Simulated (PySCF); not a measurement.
# SnOH: relaxation and vibrations of the doublet

The task is one start of a wider search on SnOH: the doublet, from a linear start. It is relaxed, tested by its Hessian and followed downhill if it is a saddle.

Program: PySCF 2.14.0. Level of theory: PBE0, basis Sn def2-TZVP with ECP28, O def2-TZVP, H def2-TZVP, scalar-relativistic core potentials, no spin–orbit coupling, density fitting. These are calculated values, not measurements.

### Step 1. The starting structure

3 atoms, charge 0, spin multiplicity 2.

Bond lengths: Sn1–O2 1.870 Å, Sn1–H3 1.720 Å. Angles: O2–Sn1–H3 180.0°.

Z-matrix (Å, degrees; charge 0 multiplicity 2):
```
Sn
O  1 1.8700
H  1 1.7200 2 180.00
```

### Step 2. The SCF at the typed geometry

One driver script runs all steps and calls PySCF; scf.py shows how it sets up the SCF of each step. The optimiser is the driver's own. After this first run the driver tries any further starts and a stability analysis.

File scf.py:

```python
from pyscf import gto, scf, dft
mol = gto.M(atom='''
Sn     0.000000     0.000000     0.000000
O      0.000000     0.000000    -1.870000
H      0.000000     0.000000     1.720000''',
    basis={'Sn': 'def2-TZVP', 'O': 'def2-TZVP', 'H': 'def2-TZVP'},
    ecp={'Sn': 'def2-TZVP'},
    charge=0, spin=1)
mf = dft.UKS(mol, xc='PBE0')
mf.grids.atom_grid = (50, 194)
aux = {'Sn': 'def2-universal-JKFIT', 'O': 'def2-universal-JKFIT', 'H': 'def2-universal-JKFIT'}
mf = mf.density_fit(auxbasis=aux)
mf.conv_tol = 1e-08
mf.diis_space = 10
mf.max_cycle = 60
mf.init_guess = 'minao'
mf.verbose = 4
mf.kernel()
```

Command:

```sh
$ OMP_NUM_THREADS=2 python axn.py task.json out
```

After this run come: Relaxation: linear start, doublet; Is it a minimum? Harmonic modes; Following the imaginary mode; Hessian and properties.

Before running it: what results should come out? Wanted: minimum; geometry; wavenumbers; dipole moment; highest occupied, lowest empty level; polar-tensor charge of Sn1; zero-point energy; atomisation energy; ⟨S²⟩.

The runs gave:

| quantity | value |
| --- | --- |
| minimum | doublet, Cs |
| geometry | Sn–H 1.778 Å, Sn–O 1.913 Å; H–Sn–O 96.1° |
| wavenumbers (cm⁻¹) | 264 (a'), 614 (a'), 1657 (a') |
| dipole moment | 3.03 D |
| highest occupied, lowest empty level (either spin) | -7.29, -3.79 eV |
| polar-tensor charge of Sn1 | +0.30 e |
| zero-point energy | 15.2 kJ/mol |
| entropy at 298.15 K | 270.9 J/(mol K) |
| atomisation energy (no zero-point energy) | 611 kJ/mol |
| ⟨S²⟩ | 0.767 |

The linear start (C∞v) ends in a minimum of Cs symmetry, after a stop at a second-order saddle point 96.4 kJ/mol higher, from which it was pushed off along an imaginary mode. In the infrared the band at 1657 cm⁻¹ (a', stretch) leads. Most of the spin sits on O2 (Mulliken spin 0.80, against 1 for the whole molecule). The first SCF alone would have been 35 kJ/mol too high. Only this shape and spin were tried, so other structures or states may lie lower. With an element this heavy the missing spin–orbit coupling can shift these numbers.
